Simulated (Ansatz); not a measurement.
# C3H6F2Si: the cost of one run

Method: RKS LDA/def2-SVP, in Ansatz 0.2.0.

## Step 1: The structure to begin with

Bond lengths: F1–C2 1.293 Å, C2–C3 1.336 Å, C3–Si4 1.767 Å, C3–C5 1.534 Å, C5–F6 1.385 Å, C2–H7 1.106 Å, Si4–H8 1.498 Å, Si4–H9 1.509 Å, Si4–H10 1.432 Å, C5–H11 1.087 Å, C5–H12 1.074 Å. Angles (14 of 18 angles, heavy atoms first): F1–C2–C3 121.5°, C2–C3–Si4 126.6°, C2–C3–C5 120.7°, Si4–C3–C5 112.7°, C3–C5–F6 110.4°, F1–C2–H7 111.9°, C3–C2–H7 126.5°, C3–Si4–H8 110.0°, C3–Si4–H9 109.4°, C3–Si4–H10 113.1°, C3–C5–H11 110.6°, C3–C5–H12 112.2°, F6–C5–H11 106.4°, F6–C5–H12 105.0°.

Structure file:

```xyz
12

F    -1.6789    1.0265    1.5375
C    -0.4242    0.8920    1.2543
C    -0.0181    0.1610    0.2121
Si   -1.0489   -0.6875   -0.9458
C     1.4761   -0.0315   -0.0752
F     2.2391    0.6585    0.8521
H     0.2219    1.4233    1.9776
H    -1.9174   -1.6769   -0.2310
H    -1.9797    0.2993   -1.6061
H    -0.3069   -1.4152   -1.9316
H     1.7525   -1.0790    0.0180
H     1.7615    0.3743   -1.0279
```

## Step 2: Relaxing end A

Contents of input.yaml:

```yaml
crystal:
  periodic: [false, false, false]
  atoms:
    - { symbol: F, position_ang: [-1.6789, 1.0265, 1.5375] }
    - { symbol: C, position_ang: [-0.4242, 0.892, 1.2543] }
    - { symbol: C, position_ang: [-0.0181, 0.161, 0.2121] }
    - { symbol: Si, position_ang: [-1.0489, -0.6875, -0.9458] }
    - { symbol: C, position_ang: [1.4761, -0.0315, -0.0752] }
    - { symbol: F, position_ang: [2.2391, 0.6585, 0.8521] }
    - { symbol: H, position_ang: [0.2219, 1.4233, 1.9776] }
    - { symbol: H, position_ang: [-1.9174, -1.6769, -0.231] }
    - { symbol: H, position_ang: [-1.9797, 0.2993, -1.6061] }
    - { symbol: H, position_ang: [-0.3069, -1.4152, -1.9316] }
    - { symbol: H, position_ang: [1.7525, -1.079, 0.018] }
    - { symbol: H, position_ang: [1.7615, 0.3743, -1.0279] }
basis:
  gaussian: { orbitals: def2-SVP }
hamiltonian:
  xc: lda
relax:
  f_tol: 0.02
  max_steps: 50
output:
  orbitals: {}
```

Launch:

```sh
ansatz run input.yaml --threads 2 --pin off --max-ram 3072MiB --backend cpu --events-out ev --progress --plain --runs-dir out
```

Q: Estimate wall time and peak memory on 2 threads of AMD EPYC 9R45 (Zen 5), shared host.

About 5.7 s, with a peak of 0.17 GiB.
